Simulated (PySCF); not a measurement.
# The bond of CsNa+, level by level

One job finds the state of CsNa+, follows it along the bond with each method and fits the curves.

Method: Cs def2-SVPD with ECP46, Na def2-SVPD, scalar-relativistic core potentials; program: PySCF 2.14.0.

## 1. Input

Settings of the job:

```
atoms                         : Cs, Na
charge                        : 1
basis                         : Cs def2-SVPD with ECP46, Na def2-SVPD
Hamiltonian                   : scalar-relativistic core potentials
basis functions               : 45
electrons treated             : 19
masses in u                   : 132.9054, 22.9898
levels                        : PBE0, PBE, r²SCAN, TPSS, M06-2X, r²SCAN0, ωB97X, HF, MP2, SCS-MP2, CCSD, CCSD(T)
grid                          : 80 radial by 434 angular points
occupations                   : held fixed by the projection of orbital angular momentum
dissociation limit            : Cs+ + Na, each in its ground configuration
starting distance in angstrom : 3.880
values of 2S to try           : 1, 3
```

Launch:

```bash
OMP_NUM_THREADS=1 python dia.py task.json out
```

Further steps of the session: The PBE0 curve of the state that the search chose; PBE (GGA); r²SCAN; TPSS (meta-GGA); M06-2X (hybrid meta-GGA); r²SCAN0 (hybrid meta-GGA); ωB97X (range-separated hybrid); UHF (mean field); Correlated methods on the Hartree–Fock reference.

Before running it: what results should come out? Wanted: for each run, Re; ωe; De; μ.

As calculated:

Lowest PBE0 solution found, without spin–orbit coupling: ²Σ⁺ (doublet), unpaired electrons σ ↑.

```csv
level,Re (Å),ωe (cm⁻¹),De (eV),μ (D)
UHF,4.814,58.1,0.302,2.39
UHF-MP2,4.662,61.4,0.360,n/a
UHF-SCS-MP2,4.686,60.7,0.350,n/a
UHF-CCSD,4.633,62.3,0.373,n/a
UHF-CCSD(T),4.628,62.4,0.375,n/a
PBE,4.553,60.3,0.413,3.15
TPSS,4.594,63.2,0.419,3.30
r²SCAN,4.536,64.0,0.378,2.75
PBE0,4.555,62.8,0.392,2.95
r²SCAN0,4.510,65.5,0.382,2.75
ωB97X,4.723,61.1,0.309,2.90
```

De is counted to Cs+ + Na in their ground configurations. A positive dipole points from Cs to Na; in an ion it is taken about the centre of mass and does not tell which atom is negative. No constants: M06-2X (fits of two degrees disagree).

What this shows: The methods spread over 0.304 Å in bond length, from r²SCAN0 to UHF. CCSD(T) can't serve as the judge here: for a weak bond in this basis it is far from its limit. Among the levels with a De in the table, it runs from 0.302 eV (UHF) to 0.419 eV (TPSS).

Correlated steps freeze 1 core orbital. Spin–orbit coupling is left out. With spin–orbit coupling the term label itself may not hold.
